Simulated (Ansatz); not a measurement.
# NaZnInS3O12: the cost of one run

Program: Ansatz 0.2.0. Level of theory: DFT, PBE, plane-wave PAW, default files, scalar-relativistic, as far as a step names no other. These are calculated values, not measurements.

2 further runs of the same task are left out: 2 that didn't finish.

## Step 1: The starting structure

Symmetry: R3c, No. 161, trigonal system. The conventional cell has a = 8.762 Å, b = 8.762 Å, c = 23.081 Å, α = 90.00°, β = 90.00°, γ = 120.00°. Na (site symmetry 3) is surrounded by 6 O at 2.55 to 2.66 Å. Zn (site symmetry 3) is surrounded by 6 O at 2.07 to 2.14 Å. Around In (site symmetry 3) lie 6 O at 2.11 to 2.16 Å. S (site symmetry 1) has 4 O at 1.47 to 1.50 Å as nearest neighbours. O (site symmetry 1) has 1 S at 1.47 Å and 1 Zn at 2.07 Å as nearest neighbours. O (site symmetry 1) is surrounded by 1 S at 1.49 Å and 1 In at 2.11 Å. Around O (site symmetry 1) lie 1 S at 1.48 Å. Around O (site symmetry 1) lie 1 S at 1.50 Å and 1 In at 2.16 Å.

Coordinates:

```
CELL_PARAMETERS angstrom
4.38079 2.52925 7.69365
-4.38079 2.52925 7.69365
0.00000 -5.05850 7.69365
ATOMIC_POSITIONS crystal
Na 0.50288 0.50288 0.50288
Na 0.00288 0.00288 0.00288
Zn 0.65003 0.65003 0.65003
Zn 0.15003 0.15003 0.15003
In 0.34971 0.34971 0.34971
In 0.84971 0.84971 0.84971
S 0.75225 0.04284 0.45187
S 0.45187 0.75225 0.04284
S 0.04284 0.45187 0.75225
S 0.54284 0.25225 0.95187
S 0.95187 0.54284 0.25225
S 0.25225 0.95187 0.54284
O 0.72258 0.88468 0.48489
O 0.48489 0.72258 0.88468
O 0.88468 0.48489 0.72258
O 0.38468 0.22258 0.98489
O 0.98489 0.38468 0.22258
O 0.22258 0.98489 0.38468
O 0.27375 0.11176 0.52231
O 0.52231 0.27375 0.11176
O 0.11176 0.52231 0.27375
O 0.61176 0.77375 0.02231
O 0.02231 0.61176 0.77375
O 0.77375 0.02231 0.61176
O 0.41650 0.78239 0.56726
O 0.56726 0.41650 0.78239
O 0.78239 0.56726 0.41650
O 0.28239 0.91650 0.06726
O 0.06726 0.28239 0.91650
O 0.91650 0.06726 0.28239
O 0.58658 0.21768 0.43008
O 0.43008 0.58658 0.21768
O 0.21768 0.43008 0.58658
O 0.71768 0.08658 0.93008
O 0.93008 0.71768 0.08658
O 0.08658 0.93008 0.71768
```

## Step 2: Gradients at the starting positions

input.yaml reads:

```yaml
crystal:
  lattice:
    - [4.3807907537, 2.5292507209, 7.6936454367]
    - [-4.3807907537, 2.5292507209, 7.6936454367]
    - [0.0, -5.0585014418, 7.6936454367]
  atoms:
    - { symbol: Na, position: [0.50287852, 0.50287852, 0.50287852] }
    - { symbol: Na, position: [0.00287852, 0.00287852, 0.00287852] }
    - { symbol: Zn, position: [0.65002945, 0.65002945, 0.65002945] }
    - { symbol: Zn, position: [0.15002945, 0.15002945, 0.15002945] }
    - { symbol: In, position: [0.34970619, 0.34970619, 0.34970619] }
    - { symbol: In, position: [0.84970619, 0.84970619, 0.84970619] }
    - { symbol: S, position: [0.75224845, 0.04283652, 0.45186868] }
    - { symbol: S, position: [0.45186868, 0.75224845, 0.04283652] }
    - { symbol: S, position: [0.04283652, 0.45186868, 0.75224845] }
    - { symbol: S, position: [0.54283652, 0.25224845, 0.95186868] }
    - { symbol: S, position: [0.95186868, 0.54283652, 0.25224845] }
    - { symbol: S, position: [0.25224845, 0.95186868, 0.54283652] }
    - { symbol: O, position: [0.72257595, 0.88467703, 0.48488984] }
    - { symbol: O, position: [0.48488984, 0.72257595, 0.88467703] }
    - { symbol: O, position: [0.88467703, 0.48488984, 0.72257595] }
    - { symbol: O, position: [0.38467703, 0.22257595, 0.98488984] }
    - { symbol: O, position: [0.98488984, 0.38467703, 0.22257595] }
    - { symbol: O, position: [0.22257595, 0.98488984, 0.38467703] }
    - { symbol: O, position: [0.27374623, 0.11175515, 0.52230651] }
    - { symbol: O, position: [0.52230651, 0.27374623, 0.11175515] }
    - { symbol: O, position: [0.11175515, 0.52230651, 0.27374623] }
    - { symbol: O, position: [0.61175515, 0.77374623, 0.02230651] }
    - { symbol: O, position: [0.02230651, 0.61175515, 0.77374623] }
    - { symbol: O, position: [0.77374623, 0.02230651, 0.61175515] }
    - { symbol: O, position: [0.41650417, 0.7823934, 0.56725541] }
    - { symbol: O, position: [0.56725541, 0.41650417, 0.7823934] }
    - { symbol: O, position: [0.7823934, 0.56725541, 0.41650417] }
    - { symbol: O, position: [0.2823934, 0.91650417, 0.06725541] }
    - { symbol: O, position: [0.06725541, 0.2823934, 0.91650417] }
    - { symbol: O, position: [0.91650417, 0.06725541, 0.2823934] }
    - { symbol: O, position: [0.58657726, 0.21767503, 0.4300762] }
    - { symbol: O, position: [0.4300762, 0.58657726, 0.21767503] }
    - { symbol: O, position: [0.21767503, 0.4300762, 0.58657726] }
    - { symbol: O, position: [0.71767503, 0.08657726, 0.9300762] }
    - { symbol: O, position: [0.9300762, 0.71767503, 0.08657726] }
    - { symbol: O, position: [0.08657726, 0.9300762, 0.71767503] }
kpoints:
  mp_grid: { grid: [3, 3, 3] }
scf:
  occupations: { method: fermi_dirac, width: 0.02 }
hamiltonian:
  xc: pbe
  pseudopotentials: { kind: paw }
output:
  forces: true
  stress: true
  populations: true
  efg:
    quadrupole_moments_barn: { Na: 0.104, Zn: 0.122, In: 0.772, S: -0.0694, O: -0.02558 }
    contact_densities: true
```

Run with:

```sh
> ansatz run input.yaml --threads 1 --pin off --max-ram 2560MiB --backend cpu --events-out ev --progress --plain --runs-dir out
```

Q: Estimate wall time and peak memory on 1 thread of Arm Neoverse V1, shared host.

About 1.8 min, with a peak of 1.1 GiB.
